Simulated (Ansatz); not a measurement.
# CaBeRh: the cost of one run

Program: Ansatz 0.2.0. Level of theory: DFT PBE, scalar-relativistic, plane waves, PAW. These are calculated values, not measurements.

### 1 The starting structure

It takes space group P4/nmm (No. 129, tetragonal). The conventional cell has a = 3.703 Å, b = 3.703 Å, c = 6.516 Å, α = 90.00°, β = 90.00°, γ = 90.00°. Ca (site symmetry 4mm) has 5 Be at 2.79 to 2.89 Å and 4 Rh at 2.95 Å in its first shell of neighbours. Be (site symmetry 4mm) has 4 Rh at 2.28 Å and 5 Ca at 2.79 to 2.89 Å in its first shell of neighbours. Around Rh (site symmetry -4m2) lie 4 Be at 2.28 Å and 4 Rh at 2.62 Å.

Structure file:

```
CELL_PARAMETERS angstrom
3.70257 0.00000 0.00000
0.00000 3.70257 0.00000
0.00000 0.00000 6.51606
ATOMIC_POSITIONS crystal
Ca 0.50000 0.00000 0.64850
Ca 0.00000 0.50000 0.35150
Be 0.50000 0.00000 0.20550
Be 0.00000 0.50000 0.79450
Rh 0.00000 0.00000 0.00000
Rh 0.50000 0.50000 0.00000
```

This is candidate A: matlockite type (P4/nmm, No. 129).

(A quick probe on a coarse mesh, which set the mesh and smearing, is not shown.)

### 3 Rough relaxation on the coarse mesh (candidate A)

input.yaml

```yaml
crystal:
  lattice:
    - [3.7025690078, 0.0, 0.0]
    - [0.0, 3.7025690078, 0.0]
    - [0.0, 0.0, 6.5160597822]
  atoms:
    - { symbol: Ca, position: [0.5, 0.0, 0.6485] }
    - { symbol: Ca, position: [0.0, 0.5, 0.3515] }
    - { symbol: Be, position: [0.5, 0.0, 0.2055] }
    - { symbol: Be, position: [0.0, 0.5, 0.7945] }
    - { symbol: Rh, position: [0.0, 0.0, 0.0] }
    - { symbol: Rh, position: [0.5, 0.5, 0.0] }
basis:
  ecutwfc: 420
kpoints:
  mp_grid: { grid: [6, 6, 4] }
hamiltonian:
  xc: pbe
scf:
  occupations: { method: gaussian, width: 0.1 }
  lower_state_search: "off"
output:
  forces: true
  stress: true
  eigenvalues: true
relax:
  adjacent_minimum: "off"
  f_tol: 0.04
  max_steps: 70
  cell: { stress_tol: 0.4 }
```

The run is started by

```sh
ansatz run input.yaml --threads 1 --pin off --max-ram 2560MiB --backend cpu --events-out ev --progress --plain --runs-dir out
```

**Question.** How long does this run take on 1 thread of Arm Neoverse V2, shared host, and how much memory does it need?

About 66 s, with a peak of 0.42 GiB.
